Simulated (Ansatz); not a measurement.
# ZnS4: the cost of one run

Method: DFT PBE, scalar-relativistic, plane waves, PAW, unless a step names another level, in Ansatz 0.2.0.

4 further runs of the same task are left out: 4 set aside as unsound or not needed. Runs told in other sessions of the task aren't counted.

### 1 What the formula suggests

Pauling electronegativities: Zn 1.65, S 2.58 (spread 0.93). No set of common oxidation states balances it. Tabulated atomic sizes suggest about 21 Å³/atom. 23 candidates were drawn, by swapping species into database cells of other compounds, at random by space group and Wyckoff sites, or by hand, as the table says:

| name | made from | space group no. | Wyckoff sites | atoms (primitive cell) | V (Å³/atom) |
| --- | --- | --- | --- | --- | --- |
| c01 | database cell of FeCu4 | 166 | Zn 3a; S 6c, 6c | 5 | 20.7 |
| c02 | random | 129 | Zn 2c; S 8h | 10 | 23.1 |
| c03 | random | 194 | Zn 2c; S 6h, 2b | 10 | 20.9 |
| c04 | random | 191 | Zn 1a; S 3f, 1b | 5 | 20.8 |
| c05 | random | 191 | Zn 1b; S 1a, 3g | 5 | 24.0 |
| c06 | database cell of NiHg4 | 229 | Zn 2a; S 8c | 5 | 20.9 |
| c07 | built by hand: ZnS4 tetrasulfide net, HgI2-like layers | 5 | Zn 2a; S 4c, 4c | 5 | 20.8 |
| c08 | random | 12 | Zn 2c; S 2b, 2d, 4i | 5 | 24.8 |
| c09 | random | 191 | Zn 1a; S 3g, 1b | 5 | 24.1 |
| c10 | random | 123 | Zn 1c; S 4k | 5 | 23.5 |
| c11 | random | 83 | Zn 1c; S 4k | 5 | 21.9 |
| c12 | random | 141 | Zn 4b; S 8c, 8e | 10 | 23.4 |
| c13 | built by hand: SnF4 | 139 | Zn 2a; S 4c, 4e | 5 | 20.8 |
| c14 | random | 123 | Zn 1a; S 4k | 5 | 25.6 |
| c15 | database cell of NbTe4 | 103 | Zn 2a; S 8d | 10 | 20.8 |
| c16 | database cell of CrB4 | 71 | Zn 2a; S 8l | 5 | 19.2 |
| c17 | database cell of FeCl4 | 65 | Zn 2c; S 4j, 4g | 5 | 21.3 |
| c18 | random | 6 | Zn 1b; S 2c, 2c | 5 | 23.5 |
| c19 | database cell of Co4H | 164 | Zn 1a; S 2d, 2d | 5 | 19.5 |
| c20 | built by hand: SiF4 | 217 | Zn 2a; S 8c | 5 | 20.9 |
| c21 | database cell of MnAu4 | 87 | Zn 2a; S 8h | 5 | 19.9 |
| c22 | database cell of MnB4 | 58 | Zn 2a; S 4g, 4g | 10 | 17.9 |
| c23 | database cell of YbGa4 | 12 | Zn 2a; S 4i, 4h | 5 | 22.5 |

### 2 Screening run of c07

input.yaml

```yaml
crystal:
  lattice:
    - [2.72, -2.72, 0.0]
    - [2.72, 2.72, 0.0]
    - [-2.71948637, 0.0, 7.03209823]
  atoms:
    - { symbol: Zn, position: [0.0, 0.0, 0.0] }
    - { symbol: S, position: [0.404, 0.904, 0.808] }
    - { symbol: S, position: [0.679, 0.681, 0.61] }
    - { symbol: S, position: [0.096, 0.596, 0.192] }
    - { symbol: S, position: [0.319, 0.321, 0.39] }
basis:
  ecutwfc: 420
kpoints:
  mp_grid: { grid: [4, 4, 3] }
hamiltonian:
  xc: pbe
scf:
  occupations: { method: gaussian, width: 0.2 }
  lower_state_search: "off"
output:
  forces: true
  stress: true
  eigenvalues: true
relax:
  adjacent_minimum: "off"
  f_tol: 0.08
  max_steps: 16
  cell: { stress_tol: 0.8 }
```

Launch:

```bash
ansatz run input.yaml --threads 1 --pin off --max-ram 2560MiB --backend cpu --events-out ev --progress --plain --runs-dir out
```

Q: Estimate wall time and peak memory on 1 thread of Arm Neoverse V1, shared host.

About 42 s, with a peak of 0.33 GiB.
